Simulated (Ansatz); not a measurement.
# SiNi: the cost of one run

Method: DFT r2SCAN, scalar-relativistic, plane waves, PAW, in Ansatz 0.2.0.

**1. The system as given**

The structure is orthorhombic, space group Pnma (No. 62). Conventional cell: a = 5.173 Å, b = 3.338 Å, c = 5.605 Å, α = 90.00°, β = 90.00°, γ = 90.00°. Around Si (site symmetry m) lie 6 Ni at 2.28 to 2.40 Å. Around Ni (site symmetry m) lie 6 Si at 2.28 to 2.40 Å.

Coordinates:

```
CELL_PARAMETERS angstrom
5.17310 0.00000 0.00000
0.00000 3.33810 0.00000
0.00000 0.00000 5.60490
ATOMIC_POSITIONS crystal
Si 0.32128 0.75000 0.08250
Si 0.17872 0.25000 0.58250
Si 0.82128 0.75000 0.41750
Si 0.67872 0.25000 0.91750
Ni 0.00779 0.25000 0.18752
Ni 0.49221 0.75000 0.68752
Ni 0.50779 0.25000 0.31248
Ni 0.99221 0.75000 0.81248
```

The structure rests on an entry of the Crystallography Open Database; cell or positions may have been set otherwise for this series.

**2. Relaxing cell and atoms: SiNi, no spin**

input.yaml reads:

```yaml
crystal:
  lattice:
    - [5.1731, 0.0, 0.0]
    - [0.0, 3.3381, 0.0]
    - [0.0, 0.0, 5.6049]
  atoms:
    - { symbol: Si, position: [0.32128, 0.75, 0.0825] }
    - { symbol: Si, position: [0.17872, 0.25, 0.5825] }
    - { symbol: Si, position: [0.82128, 0.75, 0.4175] }
    - { symbol: Si, position: [0.67872, 0.25, 0.9175] }
    - { symbol: Ni, position: [0.00779, 0.25, 0.18752] }
    - { symbol: Ni, position: [0.49221, 0.75, 0.68752] }
    - { symbol: Ni, position: [0.50779, 0.25, 0.31248] }
    - { symbol: Ni, position: [0.99221, 0.75, 0.81248] }
scf:
  occupations: { method: gaussian, width: 0.05 }
output:
  forces: true
  stress: true
  eigenvalues: true
  write_density: true
  write_potential: true
  elf: true
  volumetric_format: npy
kpoints:
  mp_grid: { grid: [8, 10, 6] }
hamiltonian:
  xc: r2scan
relax:
  f_tol: 0.01
  adjacent_minimum: "off"
  cell: { stress_tol: 0.05 }
```

Started as:

```sh
$ ansatz run input.yaml --threads 4 --pin off --max-ram 12288MiB --backend cpu --events-out ev --progress --plain --runs-dir out
```

Q: Estimate wall time and peak memory on 4 threads of Intel Xeon at 2.70GHz, shared host.

About 3.3 min, with a peak of 1.1 GiB.
